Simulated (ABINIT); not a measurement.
InO, 2 atoms in the cell. The cell holds a sheet with vacuum, 2 atoms: a = 3.551 Å, b = 3.551 Å, c = 25.914 Å, α = 90.00°, β = 90.00°, γ = 120.00°. The cell was built by a generator and needn't be a form met in nature.

| Item | Value |
| --- | --- |
| Program | ABINIT 10.8.3 (patched build) |
| Task | work function |
| Functional | PBE |
| Potentials or basis | JTH PAW PBE v2.0 |
| Cutoff | 626 eV |
| k mesh | 9 × 9 × 1 |
| Occupations | fermi-dirac, width 0.05 eV |
| Spin | no spin polarisation |
| Most SCF steps | 120 |
| Preconditioner (iprcel) | 45 |
| Fine-grid cutoff | 1224.51 eV |

Potentials or basis: JTH PAW PBE v2.0.

Command:

```sh
$ mpirun --bind-to none -np 4 abinit run.abi > log 2>&1
```

Hardware: 4 MPI ranks on Arm Neoverse V1 (shared host).

Problem. Estimate the wall time of this run.

Solution. It took 3 min on 4 MPI ranks on Arm Neoverse V1, with other jobs on the host, peak memory 1.2 GiB a rank. Counts: scf iterations 42, mpi ranks 4, k points 41, bands 14, plane waves 10090.
